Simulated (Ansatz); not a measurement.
RuS2: single point with LDA+U

Crystal: RuS2.

```xyz
3
Lattice="1.8146 1.0476 5.4861 -1.8146 1.0476 5.4861 0.0000 -2.0953 5.4861" Properties=species:S:1:pos:R:3 pbc="T T T"
Ru    0.0000    0.0000    0.0000
S     0.0000    0.0000    4.1475
S     0.0000    0.0000   12.3107
```

The cell was built by a generator and needn't be a form met in nature.

```json
{"Program": "Ansatz 0.2.0", "Task": "single point", "Functional": "LDA", "Potentials or basis": "Ansatz PAW", "Cutoff": "420 eV (not typed: the program's choice for these potentials)", "k mesh": "6 × 6 × 6", "Occupations": "gaussian, width 0.05 eV", "Spin": "collinear spin, random start", "Starting moments": "[0.1, 0.0, 0.0] μB", "Hubbard terms": "Ru d U = 8 eV", "Hubbard projectors": "ortho-atomic (the default)", "Double counting": "fll (the default)"}
```

* Pressure: -6.7 GPa
* Largest force: 0.680 eV/Å
* Band gap on the k mesh: 0.10 eV, indirect (least direct gap 0.69 eV)
* Net moment: 2.00 μB per cell
* Absolute moment: 2.75 μB per cell
* Site moments: Ru +2.01; S -0.15 μB

Forces in eV/Å, atoms in the order of the input:
```
Ru   0.000  0.000  0.000
S   -0.020  0.012  0.679
S    0.020 -0.012 -0.679
```

Stress tensor (GPa, compression positive):
```
-7.31 -0.45  0.09
-0.45 -7.83 -0.05
 0.09 -0.05 -4.97
```

Levels at points of the mesh, in eV from the valence-band top:
Spin up:
```csv
k point,band 12,band 13,band 14,band 15,band 16,band 17,band 18,band 19
"(0.00, 0.00, 0.00)",-3.12,-0.66,-0.59,0.00,1.45,1.55,4.82,5.15
"(0.00, 0.00, -0.50)",-3.93,-2.88,-2.26,-1.95,0.67,1.08,5.93,6.45
"(0.00, -0.50, 0.00)",-3.84,-3.17,-2.29,-1.98,0.83,1.05,5.81,6.37
"(0.00, -0.50, -0.50)",-4.22,-3.50,-2.31,-1.53,1.67,1.75,4.54,5.48
"(-0.50, 0.00, 0.00)",-3.93,-2.89,-2.26,-1.95,0.67,1.08,5.93,6.45
"(-0.50, 0.00, -0.50)",-4.17,-3.76,-2.33,-1.55,1.66,1.84,4.52,5.38
"(-0.50, -0.50, 0.00)",-4.22,-3.50,-2.31,-1.53,1.67,1.75,4.54,5.48
"(-0.50, -0.50, -0.50)",-2.32,-1.83,-0.90,-0.83,1.68,1.78,5.53,6.71
```
Spin down:
| k point | band 9 | band 10 | band 11 | band 12 | band 13 | band 14 | band 15 | band 16 | band 17 | band 18 |
| --- | --- | --- | --- | --- | --- | --- | --- | --- | --- | --- |
| (0.00, 0.00, 0.00) | -4.06 | -3.99 | -0.75 | -0.70 | -0.16 | 1.31 | 2.27 | 2.65 | 3.17 | 5.02 |
| (0.00, 0.00, -0.50) | -4.00 | -3.91 | -2.37 | -2.33 | -1.99 | 1.39 | 2.14 | 2.96 | 3.09 | 6.06 |
| (0.00, -0.50, 0.00) | -3.87 | -3.60 | -3.41 | -2.34 | -2.02 | 1.20 | 1.93 | 2.60 | 3.33 | 6.01 |
| (0.00, -0.50, -0.50) | -3.98 | -3.52 | -2.48 | -2.35 | -1.62 | 1.74 | 2.62 | 3.06 | 3.20 | 4.82 |
| (-0.50, 0.00, 0.00) | -4.00 | -3.91 | -2.37 | -2.33 | -1.99 | 1.39 | 2.14 | 2.96 | 3.09 | 6.06 |
| (-0.50, 0.00, -0.50) | -4.39 | -3.55 | -2.48 | -2.38 | -1.63 | 1.14 | 2.49 | 2.76 | 3.45 | 4.86 |
| (-0.50, -0.50, 0.00) | -3.98 | -3.52 | -2.48 | -2.35 | -1.62 | 1.74 | 2.61 | 3.06 | 3.20 | 4.82 |
| (-0.50, -0.50, -0.50) | -3.92 | -3.24 | -2.46 | -1.00 | -0.94 | 1.26 | 2.46 | 2.53 | 3.42 | 5.73 |

Eigenvalues of the final occupation matrices:
```
  site  spin  trace               eigenvalues
site 1     1   4.52  0.76 0.78 0.99 0.99 0.99
site 1     2   2.16  0.07 0.07 0.49 0.55 0.99
```

Wall time 11 min on 2 threads of Arm Neoverse V2, with other jobs on the host, peak memory 0.95 GiB.

Caveat: the magnetic or orbital state may not be the lowest; the PAW data sets come from PBE, with cores solved anew for the run's functional, which leaves a small shift of forces and pressure. A k mesh can miss the band edges.
